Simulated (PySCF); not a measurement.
**[Eu(PH3)]2+: other functionals and bases at one geometry**

How far do other levels of theory move the description of [Eu(PH3)]2+, and what does each cost? The species was built from a template and needn't be a known compound.

Program: PySCF 2.14.0. Level of theory: several levels, as the steps say, no spin–orbit coupling. These are calculated values, not measurements.

1 further run of the same task is left out (for a known fault of the program).

## 1. Where the work starts

5 atoms, charge 2, spin multiplicity 1.

Bond lengths: Eu1–P2 3.137 Å, P2–H3 1.418 Å, P2–H4 1.418 Å, P2–H5 1.418 Å. Angles: Eu1–P2–H3 116.6°, Eu1–P2–H4 116.6°, Eu1–P2–H5 116.6°, H3–P2–H4 101.4°, H3–P2–H5 101.4°, H4–P2–H5 101.4°.

Geometry (Å):

```xyz
5
charge 2, multiplicity 1
Eu    0.00000    0.00000   -0.55035
P     0.00000    0.00000    2.58652
H     1.26758    0.00000    3.22259
H    -0.63379    1.09776    3.22259
H    -0.63379   -1.09775    3.22259
```

Formal oxidation states: Eu +2. Each metal's 7 4f electrons lie in its core potential, so multiplicities, spins and levels count the valence alone. An earlier session relaxed this geometry at PBE0, Eu lcecp-0-SVP with ECP53, P def2-SVP, H def2-SVP (singlet, point group C3v).

At PBE0 on the finer grid: E = -371.689641 Eh, frontier levels not given, since the 4f levels lie in the core, Mulliken charge on Eu1 +1.65 e, largest force component 0.018 eV/Å. 

Levels to run: TPSSh; B3LYP; PBE0, TZVP. Hardware: 2 threads of Arm Neoverse V1, shared host.

## 2. TPSSh

run.py (the lines that set the calculation) reads:

```python
mol = gto.M(atom='''
Eu     0.00000     0.00000    -0.55035
P      0.00000     0.00000     2.58652
H      1.26758     0.00000     3.22259
H     -0.63379     1.09776     3.22259
H     -0.63379    -1.09775     3.22259''',
    basis={'Eu': 'lcecp-0-SVP', 'P': 'def2-SVP', 'H': 'def2-SVP'},
    ecp={'Eu': 'lcecp-0-SVP'},
    charge=2, spin=0)
mf = dft.RKS(mol, xc='TPSSH')
mf.grids.atom_grid = (75, 302)  # f atoms: unpruned, at least (60, 302)
mf = mf.density_fit()  # fitting sets: Eu AutoAux, P def2-universal-JKFIT, H def2-universal-JKFIT
mf.conv_tol = 1e-08; mf.max_cycle = 55
mf.kernel(dm0)  # dm0: the density of the relaxed state
```

On the command line:

```console
OMP_NUM_THREADS=2 python run.py
```

## 3. B3LYP

run.py (the lines that set the calculation): that of step 2 with these lines changed.

```diff
@@ -9,3 +9,3 @@
     charge=2, spin=0)
-mf = dft.RKS(mol, xc='TPSSH')
+mf = dft.RKS(mol, xc='B3LYP')
 mf.grids.atom_grid = (75, 302)  # f atoms: unpruned, at least (60, 302)
```

## 4. PBE0, TZVP

Basis: Eu lcecp-0-TZVP with ECP53, P def2-TZVP, H def2-TZVP. 

run.py (the lines that set the calculation) reads:

```python
mol = gto.M(atom='''
Eu     0.00000     0.00000    -0.55035
P      0.00000     0.00000     2.58652
H      1.26758     0.00000     3.22259
H     -0.63379     1.09776     3.22259
H     -0.63379    -1.09775     3.22259''',
    basis={'Eu': 'lcecp-0-TZVP', 'P': 'def2-TZVP', 'H': 'def2-TZVP'},
    ecp={'Eu': 'lcecp-0-TZVP'},
    charge=2, spin=0)
mf = dft.RKS(mol, xc='PBE0')
mf.grids.atom_grid = (75, 302)  # f atoms: unpruned, at least (60, 302)
mf = mf.density_fit()  # fitting sets: Eu AutoAux, P def2-universal-JKFIT, H def2-universal-JKFIT
mf.conv_tol = 1e-08; mf.max_cycle = 55
mf.kernel(dm0)  # dm0: free metal ions and neutral atoms
```

**Question.** What will these runs give? Wanted: for each run, charge on Eu1; dipole; largest force.

The runs gave:

| level | state | charge on Eu1 (e) | dipole (D) | largest force (eV/Å) | basis functions | time |
| --- | --- | --- | --- | --- | --- | --- |
| PBE0 (relaxed here) | singlet | 1.65 | 0.02 | 0.02 | 64 | 3.7 s |
| TPSSh | singlet | 1.65 | 0.01 | 0.16 | 64 | 2.5 s |
| B3LYP | singlet | 1.63 | 0.06 | 0.11 | 64 | 1.8 s |
| PBE0, TZVP | singlet | 1.72 | 0.14 | 0.18 | 102 | 4.6 s |

Times are on 2 threads of Arm Neoverse V1, shared host; the first row also made further properties. The dipole of a charged species depends on the origin, so these sizes hold for this origin alone.

The largest leftover force, 0.18 eV/Å with PBE0, TZVP, stands at a geometry relaxed at another level. The Mulliken charge on Eu spans +1.63 to +1.72 e over the levels. With 4f in the core, its levels are missing from HOMO and gap. Total energies of different levels can't be compared. Spin–orbit coupling is left out throughout.
